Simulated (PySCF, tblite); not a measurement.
# C4H8NSi2 radical: geometry, infrared bands and EPR parameters

Wanted: the infrared bands and EPR parameters of C4H8NSi2 radical (`[C]#C[SiH2][Si@@H](N)C=C`), by calculation.

Computed with tblite 0.8.0 and PySCF 2.14.0, with density-fitted response routines of our own, on a single molecule in the gas phase. Atoms are numbered from 0 throughout.

### Step 1. The starting structure

15 atoms, charge 0, multiplicity 2; geometry from: force field or distance geometry start.

Bonds of the start (Å): C0–C1 1.55, C1–Si2 1.87, Si2–Si3 2.34, Si3–N4 1.72, Si3–C5 1.83, C5–C6 1.34, Si2–H7 1.49, Si2–H8 1.49, Si3–H9 1.49, N4–H10 1.01, N4–H11 1.02, C5–H12 1.08, C6–H13 1.08, C6–H14 1.08.

### Step 2. Optimising the geometry with GFN2-xTB

Job settings and geometry (Å):

```
{"job": {"kind": "relax", "xc": "GFN2-xTB", "basis": "xTB"}, "charge": 0, "multiplicity": 2}
C      3.966800    -0.680500    -1.562800
C      2.984400    -0.079300    -0.524800
Si     1.820700     0.616400     0.757800
Si    -0.201100    -0.524800     0.489600
N     -1.421600    -0.125700     1.630800
C     -0.897700    -0.287200    -1.185200
C     -1.806800     0.624600    -1.552300
H      2.335100     0.415800     2.142900
H      1.618400     2.082400     0.560500
H      0.009900    -1.980100     0.719700
H     -1.218000    -0.550500     2.523700
H     -2.300500    -0.548100     1.320400
H     -0.500800    -0.968600    -1.917800
H     -2.238600     1.327600    -0.848500
H     -2.154600     0.686000    -2.576000
```

On the command line:

```console
$ OMP_NUM_THREADS=1 python probes_run.py task.json out
```

This one command runs all jobs of the session in turn.

**Question.** This job is followed by: GFN2-xTB harmonic vibrations, gas phase; UKS B3LYP, pcH-1 on C H N Si, non-relativistic, mean-field spin-orbit, GIAO. Predict these results of the whole session: strongest single infrared mode (GFN2-xTB); zero-point energy (GFN2-xTB); g(iso) (B3LYP); ⟨S²⟩; largest a(iso) (averaged by class); potential on the surface of density 0.002 e/bohr³, 1st and 99th percentile.

The runs gave:

```
                                                                  quantity                  value
                                 strongest single infrared mode (GFN2-xTB)  2091 cm⁻¹, 514 km/mol
                                              zero-point energy (GFN2-xTB)          61.7 kcal/mol
                                                            g(iso) (B3LYP)                2.00241
                                                                      ⟨S²⟩     0.760 (exact 0.75)
                                        largest a(iso) (averaged by class)   13C on C0, 654.9 MHz
potential on the surface of density 0.002 e/bohr³, 1st and 99th percentile     -0.92 V and 1.78 V
```

Relaxing lowered the energy by 2.791 eV in 79 steps; the close pair that moved most is C0–C1, from 1.550 to 1.208 Å. All 39 modes are real, so the xTB geometry is a minimum. The strongest single mode, at 2091 cm⁻¹, moves mainly C1 and C0. Unscaled tight-binding wavenumbers are off by several per cent, some by more. Its intensities can rank the bands wrongly. Most of the unpaired spin sits on C0 (0.94 e). The isotropic g lies 0.1 ppt above the free-electron value. These values are for one conformer; the search (at its own cheap level) found 2 more, at 0.22, 0.38 kcal/mol, and measured spectra average over such forms.
